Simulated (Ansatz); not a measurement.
# H4Si2TeZn: shape, modes and thermochemistry

Aim: relax H4Si2TeZn from a cheap starting geometry, check the end point by its vibrations and derive ideal-gas thermochemistry, and look at its orbitals and charge.

Method: RKS PBE0-D4/def2-TZVP; program: Ansatz 0.2.0, Gaussian basis.

Levels to be run: relaxation at PBE0-D4/def2-TZVP; harmonic vibrations at the same level; a single point in def2-TZVPP for the fields.

### 1 The starting structure

8 atoms, charge 0, spin multiplicity 1.

Atoms are counted from 1 here; the program's logs count them from 0.

Bond lengths: Zn1–Si2 2.333 Å, Zn1–H5 1.552 Å, Si2–Si3 2.285 Å, Si2–Te4 2.627 Å, Si2–H6 1.467 Å, Si3–Te4 2.496 Å, Si3–H7 1.452 Å, Si3–H8 1.457 Å. Angles: Si2–Zn1–H5 170.2°, Zn1–Si2–Si3 126.1°, Zn1–Si2–Te4 107.8°, Zn1–Si2–H6 123.9°, Si3–Si2–Te4 60.6°, Si3–Si2–H6 109.6°, Te4–Si2–H6 104.6°, Si2–Si3–Te4 66.5°, Si2–Si3–H7 121.3°, Si2–Si3–H8 119.7°, Te4–Si3–H7 117.1°, Te4–Si3–H8 116.0°, H7–Si3–H8 110.1°, Si2–Te4–Si3 52.9°.

Geometry (Å):

```xyz
8
H4Si2TeZn
Zn   -1.6422    1.8540   -0.4915
Si    0.3776    0.7843   -0.0231
Si    0.6287   -1.3854    0.6492
Te    0.7299   -1.0924   -1.8277
H    -3.0839    2.3194   -0.8274
H     1.6706    1.4742    0.0497
H     1.8410   -1.8340    1.3114
H    -0.5218   -2.1200    1.1593
```

The start is a GFN2-xTB geometry. Te takes the def2 core potential; no spin-orbit term is included.

### 2 Relaxation at PBE0-D4/def2-TZVP

in.yaml

```yaml
crystal:
  periodic: [false, false, false]
  atoms:
    - {symbol: Zn, position_ang: [-1.642160, 1.853990, -0.491460]}
    - {symbol: Si, position_ang: [0.377640, 0.784280, -0.023100]}
    - {symbol: Si, position_ang: [0.628670, -1.385380, 0.649200]}
    - {symbol: Te, position_ang: [0.729940, -1.092400, -1.827690]}
    - {symbol: H, position_ang: [-3.083920, 2.319350, -0.827360]}
    - {symbol: H, position_ang: [1.670640, 1.474180, 0.049740]}
    - {symbol: H, position_ang: [1.840960, -1.833970, 1.311350]}
    - {symbol: H, position_ang: [-0.521770, -2.120050, 1.159330]}
basis:
  gaussian: {orbitals: def2-TZVP}
hamiltonian: {xc: pbe0, dispersion: d4}
relax: {f_tol: 0.005, max_steps: 150}
```

Started as:

```sh
$ ansatz run in.yaml --threads 4 --pin off --events-out ev --progress --plain --max-ram 10444MiB
```

Further steps of the session: Vibrations by finite differences; Fields at the relaxed geometry.

**Question.** What will the summary of the whole plan be? Wanted: point group; shift from the start; total energy; dispersion term; dipole moment; lowest, highest wavenumber; zero-point energy; HOMO, LUMO.

**Answer**, as computed:

| quantity | value |
| --- | --- |
| point group | C1 |
| steps | 7 |
| shift from the start (rms) | 0.076 Å |
| total energy | -71521.8557 eV |
| dispersion term | -244 meV |
| dipole moment | 1.61 D |
| lowest, highest wavenumber | 36, 2247 cm⁻¹ |
| zero-point energy | 21.0 kcal/mol |
| entropy at 298.15 K | 383.2 J/(mol K) |
| HOMO, LUMO | -6.24, -1.59 eV |

What this shows: The relaxed geometry lies 0.08 Å (rms) from the start; the bond that changed most is Si2–Te4, from 2.627 to 2.557 Å. All wavenumbers are real, so the end point is a minimum. The stiffest mode, 2247 cm⁻¹, is an Si–H stretch, and 2 modes under 200 cm⁻¹ make the vibrational entropy uncertain. Harmonic hybrid wavenumbers usually lie a few per cent above measured fundamentals. The HOMO lies mostly on Te4 76 % and the LUMO on Zn1 40 %; Si2 21 %.
